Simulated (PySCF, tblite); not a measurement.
**C₄H₁₅N₃OSi: geometry, infrared bands and NMR shifts**

Wanted: the infrared bands and NMR shifts of C₄H₁₅N₃OSi (`C[Si@@](N)(O)NCCCN`), by calculation.

Computed with tblite 0.8.0 and PySCF 2.14.0, with density-fitted response routines of our own, on a single molecule in the gas phase. Atoms count from 0, in the outputs and in this text.

## (1) Starting geometry

24 atoms, charge 0, multiplicity 1; geometry from: force field or distance geometry start.

Bonds of the start (Å): C0–Si1 1.86, Si1–N2 1.79, Si1–O3 1.71, Si1–N4 1.78, N4–C5 1.43, C5–C6 1.51, C6–C7 1.53, C7–N8 1.43, C0–H9 1.14, C0–H10 1.08, C0–H11 1.11, N2–H12 1.04, N2–H13 1.05, O3–H14 1.00, N4–H15 1.04, C5–H16 1.12, C5–H17 1.12, C6–H18 1.12, C6–H19 1.10, C7–H20 1.11, C7–H21 1.11, N8–H22 1.06, N8–H23 1.05.

## (2) Geometry optimisation with GFN2-xTB

What the job is given:

```
{"job": {"kind": "relax", "xc": "GFN2-xTB", "basis": "xTB"}, "charge": 0, "multiplicity": 1}
C     -1.241700     1.691000     0.038900
Si    -1.665100    -0.116900     0.064700
N     -3.189700    -0.298500     0.977500
O     -1.935700    -0.672000    -1.532900
N     -0.458600    -1.132200     0.880800
C      0.589400    -1.632000     0.041000
C      1.434100    -0.567300    -0.626100
C      2.110200     0.321700     0.412700
N      2.884500     1.291900    -0.300800
H     -2.227700     2.257900    -0.044500
H     -0.731800     1.973000     0.953500
H     -0.636800     1.974300    -0.850700
H     -3.246500    -1.175600     1.533900
H     -4.002900    -0.189300     0.328300
H     -2.220300    -1.631000    -1.483000
H     -0.083700    -0.755200     1.779800
H      1.252200    -2.316900     0.636100
H      0.142600    -2.259800    -0.774500
H      2.256700    -1.025800    -1.223100
H      0.779800     0.074300    -1.240300
H      2.731000    -0.323900     1.060300
H      1.362900     0.807900     1.067400
H      2.332800     2.189300    -0.423700
H      3.752400     1.534900     0.232600
```

Launch:

```console
$ OMP_NUM_THREADS=1 python probes_run.py task.json out
```

This one command runs all jobs of the session in turn.

**Question.** This job is followed by: GFN2-xTB harmonic vibrations, gas phase; GIAO PBE0/pcSseg-1 NMR shielding, non-relativistic, gas phase. Predict these results of the whole session: strongest single infrared mode (GFN2-xTB); zero-point energy (GFN2-xTB); 13C shifts against TMS (PBE0/pcSseg-1); 1H shifts against TMS (PBE0/pcSseg-1, means over atoms taken as alike); 29Si shifts against TMS (PBE0/pcSseg-1); 15N shifts against NH3 (PBE0/pcSseg-1); 17O shifts against H2O (PBE0/pcSseg-1).

As calculated:

| quantity | value |
| --- | --- |
| strongest single infrared mode (GFN2-xTB) | 930 cm⁻¹, 260 km/mol |
| zero-point energy (GFN2-xTB) | 127.4 kcal/mol |
| 13C shifts against TMS (PBE0/pcSseg-1) | 45.2, 44.6, 41.9, -0.5 ppm |
| 1H shifts against TMS (PBE0/pcSseg-1, means over atoms taken as alike) | 3.48, 3.13, 2.81, 2.44, 1.56, 1.52, 1.41, 0.64, 0.43, 0.42, 0.02 ppm |
| 29Si shifts against TMS (PBE0/pcSseg-1) | -26.5 ppm |
| 15N shifts against NH3 (PBE0/pcSseg-1) | 49.5, 35.8, 32.9 ppm |
| 17O shifts against H2O (PBE0/pcSseg-1) | 59.6 ppm |

What this shows: The optimisation took 198 steps and gained 0.758 eV; among the close pairs (by a distance rule), Si1–O3 changed most, from 1.713 to 1.640 Å. All 66 modes are real, so the xTB geometry is a minimum. The strongest single mode, at 930 cm⁻¹, is carried by Si1, N2, O3. Unscaled tight-binding wavenumbers are off by several per cent, some by more. Its intensities can rank the bands wrongly. At PBE0/pcSseg-1: Shielding is most anisotropic at N8 (span 72 ppm, paramagnetic term -80 ppm).
